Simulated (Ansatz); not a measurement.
# ClFHOZn: the cost of one run

All numbers below are computed with Ansatz 0.2.0 (UKS BHLYP-D4/def2-mTZVP).

## (1) The starting structure

Bond lengths: Zn1–Cl2 2.490 Å, Zn1–O3 1.790 Å, O3–H4 1.010 Å, Cl2–F5 1.800 Å. Angles: Zn1–Cl2–F5 180.0°, Cl2–Zn1–O3 180.0°, Zn1–O3–H4 109.5°.

As a file:

```xyz
5

Zn    0.0000    0.0000    0.0000
Cl    0.0000    0.0000    2.4900
O     0.0000    0.0000   -1.7900
H     0.2547   -0.9174   -2.1271
F     0.0000    0.0000    4.2900
```

## (2) Pulling towards end A

Springs on the bonds that form and break draw the guess towards this end; the thresholds are loose.

Contents of input.yaml:

```yaml
crystal:
  periodic: [false, false, false]
  atoms:
    - { symbol: Zn, position_ang: [0.0, 0.0, 0.0] }
    - { symbol: Cl, position_ang: [0.0, 0.0, 2.49] }
    - { symbol: O, position_ang: [0.0, 0.0, -1.79] }
    - { symbol: H, position_ang: [0.2547, -0.9174, -2.1271] }
    - { symbol: F, position_ang: [0.0, 0.0, 4.29] }
magnetization:
  spin_polarized: true
  initial_magnetization: 1
basis:
  gaussian: { orbitals: def2-mTZVP }
hamiltonian:
  xc: { name: BHLYP }
  dispersion: d4
relax:
  f_tol: 0.15
  max_steps: 25
  restrain:
    - { distance: [1, 4], at: 2.7, k: 30.0 }
    - { distance: [0, 1], at: 2.24, k: 30.0 }
```

The run is started by

```
$ ansatz run input.yaml --threads 4 --pin off --max-ram 5120MiB --backend cpu --events-out ev --progress --plain --runs-dir out
```

**Question.** How long does this run take on 4 threads of AMD EPYC 9R45 (Zen 5), shared host, and how much memory does it need?

About 10 s, with a peak of 0.35 GiB.
